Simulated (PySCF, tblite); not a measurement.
# C3H5BF2Si: geometry, infrared bands and NMR shifts

Wanted: the infrared bands and NMR shifts of C3H5BF2Si (`CC#C[SiH2]B(F)F`), by calculation.

The runs use tblite 0.8.0 and PySCF 2.14.0, with density-fitted response routines of our own; the level of theory stands in each step. All values are computed, except where a source is named. Atoms are numbered from 0 throughout.

**1. The starting structure**

12 atoms, charge 0, multiplicity 1; geometry from: force field or distance geometry start.

Bonds of the start (Å): C0–C1 1.48, C1–C2 1.22, C2–Si3 1.83, Si3–B4 1.95, B4–F5 1.47, B4–F6 1.45, C0–H7 1.12, C0–H8 1.12, C0–H9 1.09, Si3–H10 1.46, Si3–H11 1.46.

**2. Relaxing the molecule with GFN2-xTB**

Job settings and geometry (Å):

```
{"job": {"kind": "relax", "xc": "GFN2-xTB", "basis": "xTB"}, "charge": 0, "multiplicity": 1}
C      2.724600     0.413700     0.047000
C      1.327200    -0.050900     0.150600
C      0.177700    -0.438700     0.244000
Si    -1.554900    -1.007100     0.356000
B     -2.778700     0.456400    -0.057200
F     -2.355700     1.245500    -1.221800
F     -3.147700     1.266200     1.087000
H      3.131200     0.692900     1.055800
H      2.784400     1.360200    -0.549900
H      3.286300    -0.404300    -0.395100
H     -1.739200    -2.027600    -0.676300
H     -1.854000    -1.507000     1.698700
```

Command:

```console
> OMP_NUM_THREADS=1 python probes_run.py task.json out
```

This one command runs all jobs of the session in turn.

The program printed:

```text
step      E/eV     max force
  0    -581.80333    4.158
  1    -582.31098    2.273
  2    -582.22928    6.301
  3    -582.60072    1.484
  4    -582.66706    0.984
  5    -582.77367    1.533
  6    -582.79925    0.672
  7    -582.81599    0.412
  8    -582.82538    0.324
  9    -582.83237    0.360
 10    -582.83822    0.259
 11    -582.84293    0.173
 12    -582.84661    0.162
 13    -582.84942    0.181
 14    -582.85109    0.121
 15    -582.85179    0.071
 16    -582.85228    0.070
 17    -582.85299    0.106
 18    -582.85399    0.142
 19    -582.85508    0.122
 20    -582.85595    0.063
 21    -582.85656    0.070
 22    -582.85708    0.070
 23    -582.85766    0.087
 24    -582.85823    0.066
 25    -582.85862    0.048
 26    -582.85883    0.046
 27    -582.85896    0.035
 28    -582.85907    0.028
 29    -582.85922    0.040
 30    -582.85939    0.043
 31    -582.85956    0.040
 32    -582.85971    0.036
 33    -582.85985    0.036
 34    -582.86002    0.040
 35    -582.86020    0.050
 36    -582.86037    0.038
 37    -582.86053    0.044
 38    -582.86076    0.056
 39    -582.86117    0.068
 40    -582.86184    0.099
 41    -582.86262    0.084
 42    -582.86321    0.069
 43    -582.86363    0.055
 44    -582.86399    0.077
 45    -582.86434    0.079
 46    -582.86459    0.044
 47    -582.86470    0.024
 48    -582.86475    0.025
 49    -582.86480    0.027
 50    -582.86487    0.029
 51    -582.86493    0.018
 52    -582.86496    0.011
 53    -582.86497    0.010
 54    -582.86499    0.010
 55    -582.86500    0.010
 56    -582.86502    0.013
 57    -582.86504    0.009
```

Run time: 0.28 s. Hardware: 1 thread of Arm Neoverse V1, shared host.

Relaxation path: (not every step is listed) (the energy doesn't fall at every step)

| step | energy from step 0 (eV) | largest force (eV/Å) |
| --- | --- | --- |
| 0 | 0.0000 | 4.1579 |
| 1 | -0.5077 | 2.2727 |
| 2 | -0.4260 | 6.3006 |
| 3 | -0.7974 | 1.4836 |
| 4 | -0.8637 | 0.9843 |
| 5 | -0.9703 | 1.5328 |
| 6 | -0.9959 | 0.6721 |
| 7 | -1.0127 | 0.4118 |
| 8 | -1.0221 | 0.3239 |
| 12 | -1.0433 | 0.1623 |
| 16 | -1.0489 | 0.0700 |
| 20 | -1.0526 | 0.0633 |
| 24 | -1.0549 | 0.0662 |
| 28 | -1.0557 | 0.0277 |
| 32 | -1.0564 | 0.0362 |
| 36 | -1.0570 | 0.0381 |
| 40 | -1.0585 | 0.0992 |
| 44 | -1.0607 | 0.0769 |
| 48 | -1.0614 | 0.0245 |
| 52 | -1.0616 | 0.0110 |
| 53 | -1.0616 | 0.0101 |
| 54 | -1.0617 | 0.0102 |
| 55 | -1.0617 | 0.0103 |
| 56 | -1.0617 | 0.0135 |
| 57 | -1.0617 | 0.0085 |

Close pairs (by a distance rule), those that changed most:

| bond | before (Å) | after (Å) | change (Å) |
| --- | --- | --- | --- |
| B4–F5 | 1.469 | 1.322 | -0.147 |
| B4–F6 | 1.450 | 1.323 | -0.127 |
| Si3–B4 | 1.952 | 1.986 | +0.034 |
| C0–H7 | 1.123 | 1.090 | -0.033 |
| C0–C1 | 1.476 | 1.445 | -0.031 |
| C0–H8 | 1.121 | 1.090 | -0.031 |
| C2–Si3 | 1.827 | 1.848 | +0.021 |
| C1–C2 | 1.217 | 1.206 | -0.010 |

The final coordinates are the input of the step that follows.

**3. Vibrational analysis with GFN2-xTB**

Job settings and geometry (Å):

```
{"job": {"kind": "ir", "xc": "GFN2-xTB", "basis": "xTB"}, "charge": 0, "multiplicity": 1}
C      2.778305     0.375268     0.074754
C      1.400392    -0.051886     0.156180
C      0.251636    -0.413655     0.226036
Si    -1.516951    -0.937859     0.336984
B     -2.676945     0.639308     0.002654
F     -2.809521     1.229024    -1.173383
F     -3.406212     1.237666     0.929848
H      3.157116     0.596472     1.072440
H      2.855148     1.271437    -0.540822
H      3.386690    -0.413012    -0.367888
H     -1.710198    -2.011796    -0.651851
H     -1.708261    -1.521651     1.673739
```

The program printed:

```text
mode    cm-1     km/mol
  1       7.6      0.02
  2      20.7      0.00
  3      50.9      0.74
  4     143.2      3.73
  5     176.2      6.65
  6     192.0      7.97
  7     314.9      0.37
  8     316.3      3.22
  9     350.2     32.59
 10     406.5     63.91
 11     473.6     82.28
 12     548.4     13.80
 13     580.5      5.68
 14     583.7      2.78
 15     701.6    330.47
 16     800.4    234.75
 17    1013.6      5.78
 18    1015.3      5.41
 19    1106.0      1.01
 20    1208.9    306.12
 21    1224.4    219.21
 22    1381.1      3.37
 23    1446.6      7.29
 24    1447.4      7.56
 25    2190.8    434.49
 26    2210.5    280.87
 27    2316.3    213.00
 28    3003.5     16.70
 29    3004.9     15.91
 30    3010.9     19.29
```

Run time: 0.29 s. Hardware: 1 thread of Arm Neoverse V1, shared host.

The strongest bands and the atoms that carry them (share of the mass-weighted mode):

| cm⁻¹ | km/mol | atoms |
| --- | --- | --- |
| 474 | 82.3 | H10 28 %, H11 25 %, Si3 20 %, B4 15 % |
| 702 | 330.5 | H11 40 %, H10 37 %, Si3 17 % |
| 800 | 234.8 | H11 48 %, H10 48 % |
| 1209 | 306.1 | B4 71 %, F6 17 %, F5 12 % |
| 1224 | 219.2 | B4 69 %, F5 17 %, F6 13 % |
| 2191 | 434.5 | H10 85 %, H11 12 % |
| 2210 | 280.9 | H11 85 %, H10 12 % |
| 2316 | 213.0 | C1 53 %, C2 46 % |

**4. NMR shieldings: PBE0/pcSseg-1**

Same as in step 3 but for these lines:

```diff
@@ -1,2 +1,2 @@
-{"job": {"kind": "ir", "xc": "GFN2-xTB", "basis": "xTB"}, "charge": 0, "multiplicity": 1}
+{"job": {"kind": "nmr", "xc": "PBE0", "basis": "pcSseg-1"}, "charge": 0, "multiplicity": 1}
 C      2.778305     0.375268     0.074754
```

Level: GIAO PBE0/pcSseg-1 NMR shielding, non-relativistic, gas phase.

The program printed:

```text
coarse grid: 11240 points
cycle   1  E = -630.7430527410  dE =  7.068e-01  |g| = 6.907e-01  |ddm| = 3.398e+00
cycle   2  E = -630.6721398382  dE =  7.091e-02  |g| = 9.767e-01  |ddm| = 1.169e+00
cycle   3  E = -630.8319799927  dE = -1.598e-01  |g| = 6.838e-02  |ddm| = 6.463e-01
cycle   4  E = -630.8326100658  dE = -6.301e-04  |g| = 4.075e-02  |ddm| = 8.678e-02
cycle   5  E = -630.8329397899  dE = -3.297e-04  |g| = 2.134e-02  |ddm| = 4.406e-02
cycle   6  E = -630.8330470351  dE = -1.072e-04  |g| = 2.568e-03  |ddm| = 1.689e-02
cycle   7  E = -630.8330488059  dE = -1.771e-06  |g| = 5.130e-04  |ddm| = 3.835e-03
final grid: 106832 points
cycle   8  E = -630.8826180438  dE = -4.949e-05  |g| = 5.301e-03  |ddm| = 2.635e-02
cycle   9  E = -630.8826167717  dE =  1.272e-06  |g| = 5.785e-03  |ddm| = 1.008e-02
cycle  10  E = -630.8826239675  dE = -7.196e-06  |g| = 1.407e-03  |ddm| = 5.152e-03
cycle  11  E = -630.8826244223  dE = -4.547e-07  |g| = 3.276e-04  |ddm| = 1.141e-03
cycle  12  E = -630.8826244440  dE = -2.175e-08  |g| = 1.412e-04  |ddm| = 3.072e-04
cycle  13  E = -630.8826244477  dE = -3.733e-09  |g| = 2.085e-05  |ddm| = 9.937e-05
cycle  14  E = -630.8826244478  dE = -8.845e-11  |g| = 5.047e-06  |ddm| = 2.712e-05
converged SCF energy = -630.8826244478

GIAO shielding tensors (ppm)
atom      isotropic    diamagn.    paramagn.     s11        s22        s33       span
  0 C      180.625     251.414     -70.789    171.904    172.244    197.729     25.825
  1 C       69.499     273.772    -204.273    -30.428    -27.472    266.397    296.825
  2 C      113.063     258.763    -145.700     31.950     36.335    270.904    238.954
  3 Si     458.462     882.705    -424.243    446.178    459.955    469.254     23.076
  4 B       72.132     196.314    -124.182     47.769     83.007     85.619     37.850
  5 F      195.339     468.917    -273.579    -17.966    260.003    343.979    361.945
  6 F      192.225     466.489    -274.263    -21.913    258.874    339.715    361.628
  7 H       29.622      27.833       1.789     24.661     27.914     36.290     11.629
  8 H       29.627      29.432       0.196     24.610     28.081     36.190     11.580
  9 H       29.615      27.492       2.122     24.648     27.831     36.365     11.718
 10 H       27.448      28.880      -1.432     24.149     25.679     32.516      8.367
 11 H       27.526      28.909      -1.384     24.067     25.861     32.649      8.582
```

Wall time 21 s (1 thread of Arm Neoverse V1, shared host); peak memory 0.7 GiB.

The references, computed at this level on geometries of the same kind, shield at (ppm): 1H TMS 31.72, 13C TMS 186.9, 29Si TMS 349.2, 19F CFCl3 170.9, 11B BF3·OEt2 100.1. Their shielding less the atom's gives the shift. The references are single molecules in the gas phase, so shifts against H2O, NH3, PH3, H3PO4 or CFCl3 are not on the usual liquid scales and can be off by tens of ppm. Atoms listed in one row are averaged.

| atoms | environment | σ (ppm) | δ (ppm) | δ scaled to CDCl3 |
| --- | --- | --- | --- | --- |
| C1 | alkyne carbon | 69.5 | 117.4 | 112.7 |
| C2 | alkyne carbon | 113.1 | 73.9 | 70.2 |
| C0 | propargylic methyl carbon | 180.6 | 6.3 | 4.2 |
| H10, H11 | hydrogen on a silicon bonded to C, B | 27.49 | 4.23 | – |
| H7, H8, H9 | hydrogen on a propargylic methyl carbon | 29.62 | 2.10 | 2.08 |
| Si3 | silicon bonded to C, B, 2 H | 458.5 | -109.3 | – |
| B4 | boron bonded to 2 F, Si | 72.1 | 27.9 | – |
| F5, F6 | fluorine bonded to B | 193.8 | -22.8 | – |

The scaled column applies a straight-line fit of computed shieldings to shifts measured in CDCl3, and one for carbons that bear F (root-mean-square error 0.16 ppm for H, 1.9 ppm for C).

The run also stored atomic charges by several schemes (e):

| atoms | Mulliken | IAO | Hirshfeld | ESP fit |
| --- | --- | --- | --- | --- |
| C0 | -0.16 | -0.44 | -0.09 | -0.54 |
| C1 | -0.11 | 0.01 | -0.02 | 0.20 |
| C2 | -0.45 | -0.37 | -0.19 | -0.37 |
| Si3 | 0.44 | 0.58 | 0.29 | 0.14 |
| B4 | 0.50 | 0.49 | 0.24 | 0.59 |
| F5, F6 | -0.28 | -0.30 | -0.14 | -0.27 |

Mayer bond orders: C0–C1 1.18, C1–C2 2.54, C2–Si3 1.02, Si3–B4 0.91, B4–F5 1.11, B4–F6 1.11.

Orbitals, density, ELF and potential are computed afterwards from the orbital file.

Frontier orbitals at PBE0/pcSseg-1, with the share of their density that lies nearest to each atom:

| orbital | energy (eV) | lies on |
| --- | --- | --- |
| HOMO | -7.79 | C1, C2 about 38 % each |
| LUMO | -1.25 | B4 46 %; Si3 11 %; F5, F6 about 9 % each |

ELF in a plane through or near 6 of the atoms.

Ten even steps from ' ' (0.00) to '@' (0.99):
```
                                                        
                                                        
                                                        
                                                        
            --++--                  ..::..              
          **@@@@%%::                ::--::              
        ..%%@@@@@@--    ....      ..--==--..            
        ..**@@@@@@--..--====::    ::::  ..::..          
          --####**++++**##**==..::##==**::::::          
        ..====++--@@====%%####++==@@@@**--::..          
        ==%%%%****%%....##==##%%....==@@%%==            
        ++%%@@##--****%%##::%%**==##::==++::            
        --####--  --**####**%%++--%%....::              
          ....    ..==++**++==::....::--..              
                    ..----::....::====--..              
                                ..::::..                
                                                        
                                                        
                                                        
                                                        
```
The map spans 11.9 Å across and 8.7 Å up, centred on the molecule. Atoms in the plane (x, y in Å): C0 (-2.8, 0.2), C1 (-1.4, -0.1), C2 (-0.2, -0.4), Si3 (1.6, -0.9), B4 (2.6, 0.8), H8 (-2.9, 1.3).

On the surface of density 0.002 e/bohr³ the electrostatic potential runs, from the 1st to the 99th percentile, from -0.73 V near C2 to 1.80 V near B4.

**5. Summary of results**

```
                                                                 quantity                  value
                                strongest single infrared mode (GFN2-xTB)  2191 cm⁻¹, 434 km/mol
                                             zero-point energy (GFN2-xTB)          44.7 kcal/mol
                                   13C shifts against TMS (PBE0/pcSseg-1)   117.4, 73.9, 6.3 ppm
   1H shifts against TMS (PBE0/pcSseg-1, means over atoms taken as alike)         4.23, 2.10 ppm
                                  29Si shifts against TMS (PBE0/pcSseg-1)             -109.3 ppm
                              11B shifts against BF3·OEt2 (PBE0/pcSseg-1)               27.9 ppm
19F shifts against CFCl3 (PBE0/pcSseg-1, means over atoms taken as alike)              -22.8 ppm
                                    surface potential, 1st and 99th percentile     -0.73 V and 1.80 V
```

**Reading.** Over 57 steps the energy fell by 1.062 eV; of the close pairs, B4–F5 changed most, 1.469 to 1.322 Å. No mode is imaginary among the 30: a minimum at this level. The strongest single mode, at 2191 cm⁻¹, moves mainly H10. Unscaled tight-binding wavenumbers are off by several per cent, some by more. Its intensities can rank the bands wrongly. At PBE0/pcSseg-1: The largest span, 362 ppm, is at F5, F6, where the paramagnetic term is -274 ppm. At PBE0/pcSseg-1, counted by nearest atom on the grid, the HOMO lies on C1, C2 about 38 % each, the LUMO on B4 46 %; Si3 11 %.
